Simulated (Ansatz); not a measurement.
# Ti: a strain scan

Aim: for Ti, see how energy and stress answer to the strain pattern (1, 1, 0, 0, 0, 0).

Computed with Ansatz 0.2.0 (DFT PBEsol, scalar-relativistic, plane waves, PAW, unless a step's input says otherwise).

**1. Starting point**

The structure is cubic, space group Im-3m (No. 229). The conventional cell has a = 3.282 Å, b = 3.282 Å, c = 3.282 Å, α = 90.00°, β = 90.00°, γ = 90.00°. Ti (site symmetry m-3m) is surrounded by 8 Ti at 2.84 Å.

Structure file:

```
Ti
1.0
    -1.64100    1.64100    1.64100
     1.64100   -1.64100    1.64100
     1.64100    1.64100   -1.64100
Ti
1
Cartesian
  0.0000 0.0000 0.0000
```

The cell is taken as given, not relaxed at this level.

**2. The reference cell**

Reference values: F = -2473.7800 eV; pressure -6.65 GPa; largest force 0.000 eV/Å; gap on the mesh none (metal). It was computed beforehand with the settings of the runs below.

**3. The scan: a strain scan**

The cell is strained by ε times the Voigt pattern (1, 1, 0, 0, 0, 0) (xx, yy, zz, yz, xz, xy; engineering shear), with fractional coordinates fixed (clamped ions). The stress on the pattern is the sum of the stress components weighted by it, tension positive.

**4. Point ε = -0.0600**

Contents of input.yaml:

```yaml
crystal:
  lattice:
    - [-1.54254, 1.54254, 1.641]
    - [1.54254, -1.54254, 1.641]
    - [1.54254, 1.54254, -1.641]
  atoms:
    - { symbol: Ti, position: [0.0, 0.0, 0.0] }
basis:
  ecutwfc: 420
kpoints:
  mp_grid: { grid: [20, 20, 20] }
hamiltonian:
  xc: pbesol
scf:
  occupations: { method: gaussian, width: 0.15 }
output:
  forces: true
  stress: true
  eigenvalues: true
```

Command:

```sh
ansatz run input.yaml --threads 1 --pin off --max-ram 2560MiB --backend cpu --events-out ev --progress --plain --runs-dir out
```

Output, cut to the lines that bear on the results:

```text
Warning: RAYON_NUM_THREADS=1 ignored (pool sized by the plan → 1); use --threads N
[...]
Pseudopotentials: kind: paw
Pseudopotential: Ti, paw, valence charge 12, recommended cutoff 420 eV (normal), Ti.paw.azcp
Functional definition: PBEsol
[...]
Crystal: 1 atoms, lattice volume = 15.619 Å³
Basis set: ecut = 420 eV, 321 PW (Γ), exchange–correlation on 40×40×40 points (8 copies of the dense FFT grid, shifted against one another)
Bands: 10, of which v1, the nominal top of the filled ones, is band 6 counted from 1 (5 counted from 0)
Symmetry: 16 space group operations
Space group: I4/mmm (ITA 139), of the structure as read, at distance tolerance 2.5e-5 Å
k-points: 641 of 8000
[...]
SCF iter   1: F=—  HF=-2473.787401 eV  |F-HF|=—  |Δ(HF+E_count)|=         —  Δρ=5.54e-3  dr2=2.78e-3  ethr=1.77e-3  ⟨swp⟩=4.4  Hψ=33130  notcnv=0
[...]
SCF iter   6: F=-2473.786288 eV  HF=-2473.786288 eV  |F-HF|=1.14e-11  |Δ(HF+E_count)|=   3.17e-9  Δρ=1.00e-6  dr2=5.47e-11  ethr=1.26e-10  ⟨swp⟩=2.1  Hψ=19522  notcnv=0
[...]
SCF converged after 6 iterations
Free energy (F): -2473.786288 eV
[...]
E sigma→0 (E₀):  -2473.774999 eV
Entropy (-TS):   -0.022579 eV (-22.579 meV/atom)
Fermi energy:    14.734059 eV
[...]
--- Forces (eV/Å), atoms counted from 1 ---
  atom   1  Ti     0.00000000    -0.00000000    -0.00000000
[...]
--- Stress (GPa, compression-positive) ---
        7.058280       0.000000       0.000000
        0.000000       7.058280       0.000000
        0.000000       0.000000       7.773403
  P = ⅓ Tr σ = 7.2967 GPa (72.967 kbar)
--- Band table (eV; the first three rows and the last of 641) ---
  k-point 0: bands = ["-41.3322", "-17.1530", "-17.1530", "-17.1506", "8.6005", "15.6599", "15.6599", "16.1420", "17.5066", "18.0738"]
[...]
```

Wall time 1.9 s (1 thread of AMD EPYC 9R45 (Zen 5), shared host); peak memory 0.44 GiB.

**5. Point ε = 0.0450**

Changes to input.yaml since step 4:

```diff
@@ -2,5 +2,5 @@
   lattice:
-    - [-1.54254, 1.54254, 1.641]
-    - [1.54254, -1.54254, 1.641]
-    - [1.54254, 1.54254, -1.641]
+    - [-1.714845, 1.714845, 1.641]
+    - [1.714845, -1.714845, 1.641]
+    - [1.714845, 1.714845, -1.641]
   atoms:
```

Command:

```sh
ansatz run input.yaml --threads 1 --pin off --max-ram 2560MiB --backend cpu --events-out ev --progress --plain --runs-dir out
```

Output, cut to the lines that bear on the results:

```text
[...]
SCF converged after 6 iterations
Free energy (F): -2473.678468 eV
[...]
E sigma→0 (E₀):  -2473.663168 eV
Entropy (-TS):   -0.030600 eV (-30.600 meV/atom)
Fermi energy:    11.443054 eV
[...]
--- Forces (eV/Å), atoms counted from 1 ---
  atom   1  Ti     0.00000000     0.00000000     0.00000000
[...]
--- Stress (GPa, compression-positive) ---
      -12.830219      -0.000000      -0.000000
       -0.000000     -12.830219       0.000000
       -0.000000       0.000000     -14.229486
  P = ⅓ Tr σ = -13.2966 GPa (-132.966 kbar)
--- Band table (eV; the first three rows and the last of 641) ---
  k-point 0: bands = ["-45.0450", "-21.1137", "-21.1087", "-21.1087", "5.7323", "12.1464", "12.4266", "12.4266", "13.7049", "14.0313"]
[...]
```

It took 2.3 s on 1 thread of AMD EPYC 9R45 (Zen 5), shared host; peak memory 0.47 GiB.

**6. Point ε = -0.0300**

Changes to input.yaml since step 5:

```diff
@@ -2,5 +2,5 @@
   lattice:
-    - [-1.714845, 1.714845, 1.641]
-    - [1.714845, -1.714845, 1.641]
-    - [1.714845, 1.714845, -1.641]
+    - [-1.59177, 1.59177, 1.641]
+    - [1.59177, -1.59177, 1.641]
+    - [1.59177, 1.59177, -1.641]
   atoms:
```

Command:

```sh
ansatz run input.yaml --threads 1 --pin off --max-ram 2560MiB --backend cpu --events-out ev --progress --plain --runs-dir out
```

Output, cut to the lines that bear on the results:

```text
Warning: RAYON_NUM_THREADS=1 ignored (pool sized by the plan → 1); use --threads N
[...]
[... 3 set-up lines as earlier in the session ...]
[...]
Crystal: 1 atoms, lattice volume = 16.631 Å³
Basis set: ecut = 420 eV, 321 PW (Γ), exchange–correlation on 40×40×40 points (8 copies of the dense FFT grid, shifted against one another)
Bands: 10, of which v1, the nominal top of the filled ones, is band 6 counted from 1 (5 counted from 0)
[... 1 set-up line as earlier in the session ...]
Space group: I4/mmm (ITA 139), of the structure as read, at distance tolerance 2.6e-5 Å
k-points: 641 of 8000
[...]
SCF iter   1: F=—  HF=-2473.806153 eV  |F-HF|=—  |Δ(HF+E_count)|=         —  Δρ=5.21e-3  dr2=2.64e-3  ethr=1.77e-3  ⟨swp⟩=4.4  Hψ=33208  notcnv=0
[...]
SCF iter   6: F=-2473.805078 eV  HF=-2473.805078 eV  |F-HF|=1.23e-11  |Δ(HF+E_count)|=   1.46e-9  Δρ=7.07e-7  dr2=2.05e-11  ethr=6.60e-11  ⟨swp⟩=2.0  Hψ=19554  notcnv=0
[...]
SCF converged after 6 iterations
Free energy (F): -2473.805078 eV
[...]
E sigma→0 (E₀):  -2473.792817 eV
Entropy (-TS):   -0.024522 eV (-24.522 meV/atom)
Fermi energy:    13.683297 eV
[...]
--- Forces (eV/Å), atoms counted from 1 ---
  atom   1  Ti    -0.00000000     0.00000000     0.00000000
[...]
--- Stress (GPa, compression-positive) ---
       -0.737252       0.000000       0.000000
        0.000000      -0.737252      -0.000000
        0.000000       0.000000      -0.145817
  P = ⅓ Tr σ = -0.5401 GPa (-5.401 kbar)
--- Band table (eV; the first three rows and the last of 641) ---
  k-point 0: bands = ["-42.4867", "-18.3996", "-18.3996", "-18.3979", "7.6644", "14.6390", "14.6390", "14.8634", "16.4453", "16.7088"]
[...]
```

Wall time 1.9 s (1 thread of AMD EPYC 9R45 (Zen 5), shared host); peak memory 0.46 GiB.

**7. ε = 0.0150**

Changes to input.yaml since step 6:

```diff
@@ -2,5 +2,5 @@
   lattice:
-    - [-1.59177, 1.59177, 1.641]
-    - [1.59177, -1.59177, 1.641]
-    - [1.59177, 1.59177, -1.641]
+    - [-1.665615, 1.665615, 1.641]
+    - [1.665615, -1.665615, 1.641]
+    - [1.665615, 1.665615, -1.641]
   atoms:
```

Command:

```sh
ansatz run input.yaml --threads 1 --pin off --max-ram 2560MiB --backend cpu --events-out ev --progress --plain --runs-dir out
```

Output, cut to the lines that bear on the results:

```text
Warning: RAYON_NUM_THREADS=1 ignored (pool sized by the plan → 1); use --threads N
[...]
[... 3 set-up lines as earlier in the session ...]
[...]
Crystal: 1 atoms, lattice volume = 18.210 Å³
Basis set: ecut = 420 eV, 369 PW (Γ), exchange–correlation on 40×40×40 points (8 copies of the dense FFT grid, shifted against one another)
Bands: 10, of which v1, the nominal top of the filled ones, is band 6 counted from 1 (5 counted from 0)
[... 2 set-up lines as earlier in the session ...]
k-points: 641 of 8000
[...]
SCF iter   1: F=—  HF=-2473.754674 eV  |F-HF|=—  |Δ(HF+E_count)|=         —  Δρ=4.66e-3  dr2=2.28e-3  ethr=1.77e-3  ⟨swp⟩=4.4  Hψ=33736  notcnv=0
[...]
SCF iter   6: F=-2473.753711 eV  HF=-2473.753711 eV  |F-HF|=9.09e-12  |Δ(HF+E_count)|=   1.42e-9  Δρ=7.50e-7  dr2=3.77e-11  ethr=1.18e-10  ⟨swp⟩=1.3  Hψ=19605  notcnv=0
[...]
SCF converged after 6 iterations
Free energy (F): -2473.753711 eV
[...]
E sigma→0 (E₀):  -2473.739616 eV
Entropy (-TS):   -0.028191 eV (-28.191 meV/atom)
Fermi energy:    12.279969 eV
[...]
--- Forces (eV/Å), atoms counted from 1 ---
  atom   1  Ti    -0.00000000    -0.00000000     0.00000000
[...]
--- Stress (GPa, compression-positive) ---
       -9.029706       0.000000       0.000000
        0.000000      -9.029706       0.000000
       -0.000000       0.000000      -9.450085
  P = ⅓ Tr σ = -9.1698 GPa (-91.698 kbar)
--- Band table (eV; the first three rows and the last of 641) ---
  k-point 0: bands = ["-44.0750", "-20.0907", "-20.0894", "-20.0894", "6.4434", "13.1586", "13.2592", "13.2592", "14.8399", "14.9575"]
[...]
```

Wall time 2 s (1 thread of AMD EPYC 9R45 (Zen 5), shared host); peak memory 0.47 GiB.

**8. At ε = 0.0600**

Changes to input.yaml since step 7:

```diff
@@ -2,5 +2,5 @@
   lattice:
-    - [-1.665615, 1.665615, 1.641]
-    - [1.665615, -1.665615, 1.641]
-    - [1.665615, 1.665615, -1.641]
+    - [-1.73946, 1.73946, 1.641]
+    - [1.73946, -1.73946, 1.641]
+    - [1.73946, 1.73946, -1.641]
   atoms:
```

Command:

```sh
ansatz run input.yaml --threads 1 --pin off --max-ram 2560MiB --backend cpu --events-out ev --progress --plain --runs-dir out
```

Output, cut to the lines that bear on the results:

```text
Warning: RAYON_NUM_THREADS=1 ignored (pool sized by the plan → 1); use --threads N
[...]
[... 3 set-up lines as earlier in the session ...]
[...]
Crystal: 1 atoms, lattice volume = 19.861 Å³
Basis set: ecut = 420 eV, 373 PW (Γ), exchange–correlation on 40×40×40 points (8 copies of the dense FFT grid, shifted against one another)
Bands: 10, of which v1, the nominal top of the filled ones, is band 6 counted from 1 (5 counted from 0)
[... 1 set-up line as earlier in the session ...]
Space group: I4/mmm (ITA 139), of the structure as read, at distance tolerance 2.7e-5 Å
k-points: 641 of 8000
[...]
SCF iter   1: F=—  HF=-2473.632244 eV  |F-HF|=—  |Δ(HF+E_count)|=         —  Δρ=4.91e-3  dr2=3.13e-3  ethr=1.77e-3  ⟨swp⟩=4.5  Hψ=34073  notcnv=0
[...]
SCF iter   6: F=-2473.631026 eV  HF=-2473.631026 eV  |F-HF|=5.49e-10  |Δ(HF+E_count)|=  1.45e-10  Δρ=1.87e-6  dr2=6.89e-10  ethr=1.12e-10  ⟨swp⟩=1.8  Hψ=19683  notcnv=0
[...]
SCF converged after 6 iterations
Free energy (F): -2473.631026 eV
[...]
E sigma→0 (E₀):  -2473.615316 eV
Entropy (-TS):   -0.031420 eV (-31.420 meV/atom)
Fermi energy:    11.049684 eV
[...]
--- Forces (eV/Å), atoms counted from 1 ---
  atom   1  Ti     0.00000000     0.00000000    -0.00000000
[...]
--- Stress (GPa, compression-positive) ---
      -14.374205       0.000000       0.000000
        0.000000     -14.374205       0.000000
        0.000000       0.000000     -16.166656
  P = ⅓ Tr σ = -14.9717 GPa (-149.717 kbar)
--- Band table (eV; the first three rows and the last of 641) ---
  k-point 0: bands = ["-45.5045", "-21.5953", "-21.5888", "-21.5888", "5.4034", "11.6736", "12.0341", "12.0341", "13.1691", "13.5873"]
[...]
```

It took 2.3 s on 1 thread of AMD EPYC 9R45 (Zen 5), shared host; peak memory 0.48 GiB.

**9. ε = -0.0450**

Changes to input.yaml since step 8:

```diff
@@ -2,5 +2,5 @@
   lattice:
-    - [-1.73946, 1.73946, 1.641]
-    - [1.73946, -1.73946, 1.641]
-    - [1.73946, 1.73946, -1.641]
+    - [-1.567155, 1.567155, 1.641]
+    - [1.567155, -1.567155, 1.641]
+    - [1.567155, 1.567155, -1.641]
   atoms:
@@ -19 +19,5 @@
   eigenvalues: true
+  write_density: true
+  write_potential: true
+  elf: true
+  volumetric_format: npy
```

Command:

```sh
ansatz run input.yaml --threads 1 --pin off --max-ram 2560MiB --backend cpu --events-out ev --progress --plain --runs-dir out
```

Output, cut to the lines that bear on the results:

```text
Warning: RAYON_NUM_THREADS=1 ignored (pool sized by the plan → 1); use --threads N
[...]
[... 3 set-up lines as earlier in the session ...]
[...]
Crystal: 1 atoms, lattice volume = 16.121 Å³
Basis set: ecut = 420 eV, 321 PW (Γ), exchange–correlation on 40×40×40 points (8 copies of the dense FFT grid, shifted against one another)
Bands: 10, of which v1, the nominal top of the filled ones, is band 6 counted from 1 (5 counted from 0)
[... 2 set-up lines as earlier in the session ...]
k-points: 641 of 8000
[...]
SCF iter   1: F=—  HF=-2473.802812 eV  |F-HF|=—  |Δ(HF+E_count)|=         —  Δρ=5.29e-3  dr2=2.59e-3  ethr=1.77e-3  ⟨swp⟩=4.4  Hψ=32962  notcnv=0
[...]
SCF iter   6: F=-2473.801766 eV  HF=-2473.801766 eV  |F-HF|=1.27e-11  |Δ(HF+E_count)|=   2.81e-9  Δρ=9.43e-7  dr2=4.93e-11  ethr=1.28e-10  ⟨swp⟩=4.7  Hψ=28185  notcnv=0
[...]
SCF converged after 6 iterations
Free energy (F): -2473.801766 eV
[...]
E sigma→0 (E₀):  -2473.790047 eV
Entropy (-TS):   -0.023438 eV (-23.438 meV/atom)
Fermi energy:    14.196229 eV
[...]
--- Forces (eV/Å), atoms counted from 1 ---
  atom   1  Ti    -0.00000000     0.00000000     0.00000000
[...]
--- Stress (GPa, compression-positive) ---
        2.910246       0.000000       0.000000
        0.000000       2.910246      -0.000000
        0.000000       0.000000       3.604333
  P = ⅓ Tr σ = 3.1416 GPa (31.416 kbar)
--- Band table (eV; the first three rows and the last of 641) ---
  k-point 0: bands = ["-41.9196", "-17.7892", "-17.7892", "-17.7872", "8.1189", "15.1383", "15.1383", "15.4873", "16.9687", "17.3788"]
[...]
```

Wall time 2.6 s (1 thread of AMD EPYC 9R45 (Zen 5), shared host); peak memory 0.46 GiB.

The maps below are laid out on this run's own conventional cell (a, b, c = 3.134, 3.134, 3.282 Å).

Density in a lattice plane of the grid's cell (edges 3.13 and 3.28 Å, at 0.000 of the third edge), which holds Ti.

Ten even steps from ' ' (0.19 e/Å³) to '@' (10.24 e/Å³):
```
@@@@##++--..                      ..--++##@@
####**==::..                      ..::==**##
++==--::..                          ..::--==
::::....                              ....::
                                            
                                            
                                            
                                            
                                            
                                            
                                            
                                            
                                            
                                            
                                            
::::....                              ....::
++==--::..                          ..::--==
####**==::..                      ..::==**##
@@@@##++--..                      ..--++##@@
@@@@%%**--..                      ..--**%%@@
```
Columns run along the first of these edges and rows up along the second, over one cell in 22 and 20 even steps from the bottom left corner. Atoms in the plane (fractional): Ti at (0.00, 0.00).

ELF in the same plane.

Values, 12 rows by 12 columns:
```
0.24 0.44 0.60 0.35 0.16 0.31 0.47 0.31 0.16 0.35 0.60 0.44
0.59 0.58 0.45 0.20 0.20 0.41 0.55 0.41 0.20 0.20 0.45 0.58
0.35 0.29 0.18 0.15 0.32 0.52 0.60 0.52 0.32 0.15 0.18 0.29
0.15 0.16 0.21 0.32 0.46 0.53 0.55 0.53 0.46 0.32 0.21 0.16
0.34 0.37 0.44 0.51 0.52 0.49 0.47 0.49 0.52 0.51 0.44 0.37
0.52 0.54 0.58 0.58 0.53 0.46 0.42 0.46 0.53 0.58 0.58 0.54
0.34 0.37 0.44 0.51 0.52 0.49 0.47 0.49 0.52 0.51 0.44 0.37
0.15 0.16 0.21 0.32 0.46 0.53 0.55 0.53 0.46 0.32 0.21 0.16
0.35 0.29 0.18 0.15 0.32 0.52 0.60 0.52 0.32 0.15 0.18 0.29
0.59 0.58 0.45 0.20 0.20 0.41 0.55 0.41 0.20 0.20 0.45 0.58
0.24 0.44 0.60 0.35 0.16 0.31 0.47 0.31 0.16 0.35 0.60 0.44
0.00 0.22 0.59 0.42 0.16 0.27 0.42 0.27 0.16 0.42 0.59 0.22
```
Columns run along the first of these edges and rows up along the second, over one cell in 12 and 12 even steps from the bottom left corner. Atoms in the plane (fractional): Ti at (0.00, 0.00).

Both are smooth fields of the valence electrons: close to the nuclei they are not physical.

Outside the cores ELF peaks at 0.60 between the atoms, 1.8 Å from Ti.

**10. Point ε = 0.0300**

Contents of input.yaml:

```yaml
crystal:
  lattice:
    - [-1.69023, 1.69023, 1.641]
    - [1.69023, -1.69023, 1.641]
    - [1.69023, 1.69023, -1.641]
  atoms:
    - { symbol: Ti, position: [0.0, 0.0, 0.0] }
basis:
  ecutwfc: 420
kpoints:
  mp_grid: { grid: [20, 20, 20] }
hamiltonian:
  xc: pbesol
scf:
  occupations: { method: gaussian, width: 0.15 }
output:
  forces: true
  stress: true
  eigenvalues: true
```

Command:

```sh
ansatz run input.yaml --threads 1 --pin off --max-ram 2560MiB --backend cpu --events-out ev --progress --plain --runs-dir out
```

Output, cut to the lines that bear on the results:

```text
[...]
SCF converged after 6 iterations
Free energy (F): -2473.719593 eV
[...]
E sigma→0 (E₀):  -2473.704876 eV
Entropy (-TS):   -0.029434 eV (-29.434 meV/atom)
Fermi energy:    11.852648 eV
[...]
--- Forces (eV/Å), atoms counted from 1 ---
  atom   1  Ti    -0.00000000    -0.00000000     0.00000000
[...]
--- Stress (GPa, compression-positive) ---
      -11.074195       0.000000       0.000000
        0.000000     -11.074195      -0.000000
        0.000000       0.000000     -11.974229
  P = ⅓ Tr σ = -11.3742 GPa (-113.742 kbar)
--- Band table (eV; the first three rows and the last of 641) ---
  k-point 0: bands = ["-44.5684", "-20.6121", "-20.6090", "-20.6090", "6.0785", "12.6410", "12.8349", "12.8349", "14.2618", "14.4881"]
[...]
```

Run time: 2 s. Hardware: 1 thread of AMD EPYC 9R45 (Zen 5), shared host; peak memory 0.47 GiB.

**11. At ε = -0.0150**

Changes to input.yaml since step 10:

```diff
@@ -2,5 +2,5 @@
   lattice:
-    - [-1.69023, 1.69023, 1.641]
-    - [1.69023, -1.69023, 1.641]
-    - [1.69023, 1.69023, -1.641]
+    - [-1.616385, 1.616385, 1.641]
+    - [1.616385, -1.616385, 1.641]
+    - [1.616385, 1.616385, -1.641]
   atoms:
```

Command:

```sh
ansatz run input.yaml --threads 1 --pin off --max-ram 2560MiB --backend cpu --events-out ev --progress --plain --runs-dir out
```

Output, cut to the lines that bear on the results:

```text
[...]
SCF converged after 6 iterations
Free energy (F): -2473.797427 eV
[...]
E sigma→0 (E₀):  -2473.784529 eV
Entropy (-TS):   -0.025795 eV (-25.795 meV/atom)
Fermi energy:    13.193882 eV
[...]
--- Forces (eV/Å), atoms counted from 1 ---
  atom   1  Ti     0.00000000     0.00000000    -0.00000000
[...]
--- Stress (GPa, compression-positive) ---
       -3.906390      -0.000000      -0.000000
       -0.000000      -3.906390       0.000000
       -0.000000       0.000000      -3.552588
  P = ⅓ Tr σ = -3.7885 GPa (-37.885 kbar)
--- Band table (eV; the first three rows and the last of 641) ---
  k-point 0: bands = ["-43.0347", "-18.9857", "-18.9857", "-18.9846", "7.2348", "14.1601", "14.1601", "14.2683", "15.9358", "16.0627"]
[...]
```

Wall time 2 s (1 thread of AMD EPYC 9R45 (Zen 5), shared host); peak memory 0.43 GiB.

**12. ε = 0.0525**

Changes to input.yaml since step 11:

```diff
@@ -2,5 +2,5 @@
   lattice:
-    - [-1.616385, 1.616385, 1.641]
-    - [1.616385, -1.616385, 1.641]
-    - [1.616385, 1.616385, -1.641]
+    - [-1.7271525, 1.7271525, 1.641]
+    - [1.7271525, -1.7271525, 1.641]
+    - [1.7271525, 1.7271525, -1.641]
   atoms:
```

Command:

```sh
ansatz run input.yaml --threads 1 --pin off --max-ram 2560MiB --backend cpu --events-out ev --progress --plain --runs-dir out
```

Output, cut to the lines that bear on the results:

```text
[...]
SCF converged after 6 iterations
Free energy (F): -2473.655504 eV
[...]
E sigma→0 (E₀):  -2473.639973 eV
Entropy (-TS):   -0.031062 eV (-31.062 meV/atom)
Fermi energy:    11.244419 eV
[...]
--- Forces (eV/Å), atoms counted from 1 ---
  atom   1  Ti     0.00000000     0.00000000     0.00000000
[...]
--- Stress (GPa, compression-positive) ---
      -13.623680      -0.000000      -0.000000
       -0.000000     -13.623680       0.000000
       -0.000000       0.000000     -15.242023
  P = ⅓ Tr σ = -14.1631 GPa (-141.631 kbar)
--- Band table (eV; the first three rows and the last of 641) ---
  k-point 0: bands = ["-45.2769", "-21.3570", "-21.3512", "-21.3512", "5.5657", "11.9073", "12.2284", "12.2284", "13.4343", "13.8077"]
[...]
```

It took 2.3 s on 1 thread of AMD EPYC 9R45 (Zen 5), shared host; peak memory 0.46 GiB.

**13. The scan collected**

Collected from the runs (energy zero: the undisturbed cell):

| ε | ΔE (meV/atom) | stress on the pattern (GPa) | pressure (GPa) |
| --- | --- | --- | --- |
| -0.0600 | -6.3 | -14.12 | 7.3 |
| -0.0450 | -21.8 | -5.82 | 3.1 |
| -0.0300 | -25.1 | 1.47 | -0.5 |
| -0.0150 | -17.5 | 7.81 | -3.8 |
| 0.0000 | 0.0 | 13.30 | -6.7 |
| 0.0150 | 26.3 | 18.06 | -9.2 |
| 0.0300 | 60.4 | 22.15 | -11.4 |
| 0.0450 | 101.5 | 25.66 | -13.3 |
| 0.0525 | 124.5 | 27.25 | -14.2 |
| 0.0600 | 148.9 | 28.75 | -15.0 |

**14. Results**

```
                                  quantity    value
slope of the stress at ε = 0, over ±0.0150  342 GPa
```

From the stress slope, C11 + C22 + 2 C12 is about 342 GPa with the ions clamped. The reference stands under -6.7 GPa, so this is no zero-stress constant. The undisturbed cell is not the lowest point: the energy is 25.1 meV/atom lower at ε = -0.0300; the cell was taken as given and not relaxed at this level.
